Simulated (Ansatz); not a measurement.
Set up this calculation in Ansatz 0.2.0, as the native input.

* Task: single point
* Functional: PBE
* Potentials or basis: Ansatz PAW
* Cutoff: 420 eV (not typed: the program's choice for these potentials)
* k mesh: 6 × 6 × 1
* Occupations: fermi-dirac, width 0.05 eV
* Spin: no spin polarisation
* Boundary along the surface normal: dipole_correction
* Miller: 1 × 1 × 1
* Adsorbate: CO
* Bulk formula: Pt

Pt12CO, a slab with vacuum:

```
Pt C O
1.0
     5.53778    0.00000    0.00000
    -2.76889    4.79586    0.00000
     0.00000    0.00000   23.67158
Pt C O
12 1 1
Cartesian
  1.3844 0.7993 8.0000
  0.0000 3.1972 8.0000
  4.1533 0.7993 8.0000
  2.7689 3.1972 8.0000
  2.7689 1.5986 10.2608
  1.3844 3.9965 10.2608
  0.0000 1.5986 10.2608
  -1.3844 3.9965 10.2608
  -1.3844 2.3979 12.5216
  0.0000 0.0000 12.5216
  1.3844 2.3979 12.5216
  2.7689 0.0000 12.5216
  0.0000 1.5986 15.6316
  0.0000 1.5986 14.4816
```

The cell isn't the ideal one: CO (inverted) over a hollow site of the (1 1 1) slab of Pt, cut from the database cell, not relaxed.

The input as run:

input.yaml

```yaml
crystal:
  lattice:
    - [5.5377774675, 0.0, 0.0]
    - [-2.7688887338, 4.7958559674, 0.0]
    - [0.0, 0.0, 23.6715763682]
  atoms:
    - { symbol: Pt, position: [0.3333333333, 0.1666666667, 0.3379580589] }
    - { symbol: Pt, position: [0.3333333333, 0.6666666667, 0.3379580589] }
    - { symbol: Pt, position: [0.8333333333, 0.1666666667, 0.3379580589] }
    - { symbol: Pt, position: [0.8333333333, 0.6666666667, 0.3379580589] }
    - { symbol: Pt, position: [0.6666666667, 0.3333333333, 0.4334645072] }
    - { symbol: Pt, position: [0.6666666667, 0.8333333333, 0.4334645072] }
    - { symbol: Pt, position: [0.1666666667, 0.3333333333, 0.4334645072] }
    - { symbol: Pt, position: [0.1666666667, 0.8333333333, 0.4334645072] }
    - { symbol: Pt, position: [0.0, 0.5, 0.5289709554] }
    - { symbol: Pt, position: [0.0, 0.0, 0.5289709554] }
    - { symbol: Pt, position: [0.5, 0.5, 0.5289709554] }
    - { symbol: Pt, position: [0.5, 0.0, 0.5289709554] }
    - { symbol: C, position: [0.1666666667, 0.3333333333, 0.6603521508] }
    - { symbol: O, position: [0.1666666667, 0.3333333333, 0.6117706799] }
hamiltonian:
  xc: pbe
  pseudopotentials: { kind: paw }
kpoints:
  mp_grid: { grid: [6, 6, 1] }
scf:
  occupations: { method: fermi_dirac, width: 0.05 }
output:
  forces: true
  eigenvalues: true
efield:
  axis: 3
  dipole_correction: true
  ramp_width: 0.04
```

Potentials or basis: Ansatz PAW.

Launch:

```console
$ ansatz run input.yaml --threads 4 --pin off --max-ram 11264MiB --backend cpu --events-out ev --progress --plain --runs-dir out
```

Results of the run:

```
Largest force                   : 2.363 eV/Å
Band gap on the k mesh          : none (metal or under the smearing width)
Work function of the upper face : 5.34 eV
Work function of the lower face : 5.78 eV
Dipole across the slab          : 0.066 e·Å
```

Run time: 21 s on 4 threads of Arm Neoverse V1, with other jobs on the host, peak memory 1.8 GiB.
